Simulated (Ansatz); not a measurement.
**C₂H₉NSi₂: small, medium and large basis sets**

An exercise on one series of results from a longer session: the logs are not shown, and one member is left open.

Computed with Ansatz 0.2.0, Gaussian basis. Level: one geometry, several basis sets.

Plan: PBE0-D4/def2-SVP; ωB97M-V/def2-SVP; PBE0-D4/def2-QZVPP; ωB97M-V/def2-QZVPP; the functionals' def2-TZVPP values are taken from earlier runs.

## Structure used throughout

An earlier PBE0-D4 in a triple-zeta def2 set relaxation fixed the geometry.

SMILES `C=C[SiH2]N[SiH3]`, 14 atoms, charge 0, spin multiplicity 1.

Atoms are counted from 1 here; the program's logs count them from 0.

Bond lengths: C1–C2 1.331 Å, C1–H6 1.087 Å, C1–H7 1.087 Å, C2–Si3 1.858 Å, C2–H8 1.089 Å, Si3–N4 1.727 Å, Si3–H9 1.486 Å, Si3–H10 1.491 Å, N4–Si5 1.725 Å, N4–H11 1.011 Å, Si5–H12 1.483 Å, Si5–H13 1.489 Å, Si5–H14 1.490 Å. Angles: C2–C1–H6 121.4°, C2–C1–H7 122.5°, H6–C1–H7 116.1°, C1–C2–Si3 122.3°, C1–C2–H8 118.3°, Si3–C2–H8 119.4°, C2–Si3–N4 111.8°, C2–Si3–H9 111.5°, C2–Si3–H10 106.0°, N4–Si3–H9 105.8°, N4–Si3–H10 112.3°, H9–Si3–H10 109.5°, Si3–N4–Si5 129.5°, Si3–N4–H11 115.0°, Si5–N4–H11 115.5°, N4–Si5–H12 107.6°, N4–Si5–H13 111.4°, N4–Si5–H14 112.3° and more.

The first run:

Contents of in.yaml:

```yaml
crystal:
  periodic: [false, false, false]
  atoms:
    - {symbol: C, position_ang: [-2.888223, -0.554073, -0.062069]}
    - {symbol: C, position_ang: [-1.746831, -0.111691, -0.584186]}
    - {symbol: Si, position_ang: [-0.093441, -0.779612, -0.063337]}
    - {symbol: N, position_ang: [0.923782, 0.456753, 0.584172]}
    - {symbol: Si, position_ang: [2.526514, 0.905919, 0.132734]}
    - {symbol: H, position_ang: [-2.899942, -1.333158, 0.696124]}
    - {symbol: H, position_ang: [-3.857727, -0.167278, -0.364746]}
    - {symbol: H, position_ang: [-1.793737, 0.672795, -1.338710]}
    - {symbol: H, position_ang: [0.650622, -1.352170, -1.215293]}
    - {symbol: H, position_ang: [-0.379719, -1.855313, 0.929216]}
    - {symbol: H, position_ang: [0.524722, 0.980090, 1.352104]}
    - {symbol: H, position_ang: [2.907658, 0.084117, -1.042049]}
    - {symbol: H, position_ang: [2.605706, 2.349672, -0.224817]}
    - {symbol: H, position_ang: [3.507517, 0.674748, 1.229755]}
basis:
  gaussian: {orbitals: def2-SVP}
hamiltonian: {xc: pbe0, dispersion: d4}
output: {orbitals: {seedname: orbitals}}
```

On the command line:

```console
$ ansatz run in.yaml --threads 4 --pin off --events-out ev --progress --plain --max-ram 10444MiB
```

Among the steps run: PBE0-D4 in def2-SVP; ωB97M-V in def2-SVP; PBE0-D4 in def2-QZVPP; ωB97M-V in def2-QZVPP.

One table of the session follows, with a row left open; its other results are not shown here.

It belongs to the step «Density functionals: the series». 

| functional | basis | HOMO (eV) |
| --- | --- | --- |
| PBE0-D4 | def2-SVP | -7.29 |
| PBE0-D4 | def2-TZVPP | -7.42 |
| PBE0-D4 | def2-QZVPP | -7.43 |
| ωB97M-V | def2-SVP | ? |
| ωB97M-V | def2-TZVPP | -9.69 |
| ωB97M-V | def2-QZVPP | -9.71 |

Q: Estimate the row for ωB97M-V, def2-SVP from the others.

The run gave: HOMO (eV): -9.54. In the column «HOMO (eV)» it lies between ωB97M-V, def2-TZVPP (-9.69) and PBE0-D4, def2-QZVPP (-7.43).
